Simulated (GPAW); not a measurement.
The system is NiMoIrPdW.

```
Ni Mo Pd Ir W
1.0
     2.76078    0.00000    0.00000
    -1.38039    2.39090    0.00000
     0.00000    0.00000   11.34051
Ni Mo Pd Ir W
1 1 1 1 1
Direct
  0.00000 0.00000 0.70917
  0.66667 0.33333 0.29425
  0.66667 0.33333 0.89901
  0.00000 0.00000 0.10604
  0.66667 0.33333 0.52921
```

The cell was built by a generator and needn't be a form met in nature.

| Quantity | Value |
| --- | --- |
| Program | GPAW 26.7.0 |
| Task | relaxation of cell and atoms |
| Functional | PBEsol |
| Potentials or basis | PAW data sets generated in the run's folder for this functional |
| Cutoff | 600 eV |
| Basis | pw |
| k mesh | 8 × 8 × 2 |
| Occupations | fermi-dirac, width 0.05 eV |
| Spin | collinear spin, ferromagnetic start |
| Starting moments | [1.0, 1.0, 0.0, 0.6, 0.0] μB |

At the start: pressure -8.8 GPa; volume 14.97 Å³/atom.

How do energy, volume and symmetry change on relaxing?

Over 9 steps the energy falls by 16.9 meV/atom and the volume is 14.40 Å³/atom (-3.8 %); space group P3m1 (No. 156, to 0.05 Å); moment 0.00 μB per cell.

The path:
| step | energy change (eV) | largest force (eV/Å) | pressure (GPa) | volume (Å³) |
| --- | --- | --- | --- | --- |
| 1 | 0.0000 | 0.1847 | -8.78 | 74.86 |
| 2 | -0.0269 | 0.1926 | -7.24 | 74.33 |
| 3 | -0.0817 | 0.1949 | 0.56 | 71.94 |
| 4 | -0.0828 | 0.1474 | 0.09 | 72.05 |
| 5 | -0.0840 | 0.0544 | -0.19 | 72.08 |
| 6 | -0.0842 | 0.0527 | -0.10 | 72.04 |
| 7 | -0.0844 | 0.0440 | 0.02 | 72.00 |
| 8 | -0.0844 | 0.0250 | 0.08 | 71.99 |
| 9 | -0.0844 | 0.0116 | 0.06 | 72.00 |

Final structure:
```xyz
5
Lattice="2.7256 0.0000 0.0000 -1.3628 2.3604 0.0000 0.0000 0.0000 11.1911" Properties=species:S:1:pos:R:3 pbc="T T T"
Ni    0.0000    0.0000    7.9550
Mo    1.3628    0.7868    3.2956
Pd    1.3628    0.7868   10.0585
Ir    0.0000    0.0000    1.1596
W     1.3628    0.7868    5.9305
```

Caveat: each step starts from the last one's moments, so a moment once lost doesn't come back; the stock nickel data set gives pressures a few GPa off other programs; later steps reuse the first step's grids.
